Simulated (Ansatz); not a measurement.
# TiN (Osbornite): the cost of one run

Program: Ansatz 0.2.0. Level of theory: DFT PBEsol, scalar-relativistic, plane waves, PAW. These are calculated values, not measurements.

### 1 Starting point

Symmetry: Fm-3m, No. 225, cubic system. The conventional cell has a = 4.204 Å, b = 4.204 Å, c = 4.204 Å, α = 90.00°, β = 90.00°, γ = 90.00°. Ti (site symmetry m-3m) is surrounded by 6 N at 2.10 Å. Around N (site symmetry m-3m) lie 6 Ti at 2.10 Å.

Structure file:

```
Ti N
1.0
     0.00000    2.10197    2.10197
     2.10197    0.00000    2.10197
     2.10197    2.10197    0.00000
Ti N
1 1
Direct
  0.00000 0.00000 0.00000
  0.50000 0.50000 0.50000
```

It is the result of an earlier relaxation at this level (volume 9.29 Å³/atom; gap on the mesh: none (metal)).

### 2 The bulk in the cell of the plane

Input file input.yaml:

```yaml
crystal:
  lattice:
    - [2.9726293472, 0.0, 0.0]
    - [-1.4863146736, 2.5743725307, 0.0]
    - [1.4863146736, 0.8581241769, 2.4271416983]
  atoms:
    - { symbol: Ti, position: [0.0, 0.0, 0.0] }
    - { symbol: "N", position: [0.0, 0.5, 0.5] }
basis:
  ecutwfc: 420
kpoints:
  mp_grid: { grid: [12, 12, 14] }
hamiltonian:
  xc: pbesol
scf:
  occupations: { method: gaussian, width: 0.1 }
output:
  forces: true
  stress: true
  eigenvalues: true
```

The run is started by

```
> ansatz run input.yaml --threads 1 --pin off --max-ram 2560MiB --backend cpu --events-out ev --progress --plain --runs-dir out
```

What time and memory should one allow on 1 thread of Arm Neoverse V1, shared host?

About 7.6 s, with a peak of 0.4 GiB.
